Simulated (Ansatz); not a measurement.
# CHBrF+ (SMILES F[CH+]Br): one structure at several levels

An exercise on one series of results from a longer session: the logs are not shown, and one member is left open.

The runs use Ansatz 0.2.0, Gaussian basis; single points in def2-TZVPP.

Correlated methods freeze the cores. Filled d shells of the heavier atoms are correlated. B3LYP uses VWN-RPA correlation.

**Where the work starts**

SMILES `F[CH+]Br`, 4 atoms, charge 1, spin multiplicity 1.

Atoms are counted from 1 here; the program's logs count them from 0.

Bond lengths: F1–C2 1.284 Å, C2–Br3 1.779 Å, C2–H4 1.146 Å. Angles: F1–C2–Br3 121.5°, F1–C2–H4 112.1°, Br3–C2–H4 126.3°.

As a file:

```
F    -1.2044   -0.4238    0.3897
C    -0.0999    0.0346   -0.0774
Br    1.4723   -0.5604    0.5037
H    -0.2685    0.8956   -0.8154
```

The first run:

File run/in.yaml:

```yaml
crystal:
  periodic: [false, false, false]
  atoms:
    - {symbol: F, position_ang: [-1.204400, -0.423800, 0.389700]}
    - {symbol: C, position_ang: [-0.099900, 0.034600, -0.077400]}
    - {symbol: Br, position_ang: [1.472300, -0.560400, 0.503700]}
    - {symbol: H, position_ang: [-0.268500, 0.895600, -0.815400]}
basis:
  gaussian: {orbitals: def2-TZVPP}
total_charge: 1
correlation: {method: ccsd_t}
output: {forces: true}
```

The command line of these runs was not kept.

Steps of the session up to this table: CCSD(T)/def2-TZVPP; PBE0-D4/def2-TZVPP; wB97M-V/def2-TZVPP; r2SCAN-D4/def2-TZVPP; PBE-D4/def2-TZVPP; r2SCAN0-D4/def2-TZVPP; B3LYP-D4/def2-TZVPP.

One of the session's tables, all rows but one given; the rest of the session is left out.

| method | RMS force component (eV/Å) | angle to CCSD(T) forces (°) |
| --- | --- | --- |
| CCSD(T) | 0.796 | reference |
| PBE0-D4 | 0.876 | 13.4 |
| wB97M-V | 0.843 | 8.4 |
| r2SCAN-D4 | 0.775 | 2.9 |
| PBE-D4 | ? | ? |
| r2SCAN0-D4 | 0.996 | 16.7 |
| B3LYP-D4 | 0.803 | 5.3 |

Q: Estimate the row for PBE-D4 from the others.

The run gave: RMS force component (eV/Å): 0.621; angle to CCSD(T) forces (°): 13.1. In the column «RMS force component (eV/Å)» it is the lowest.
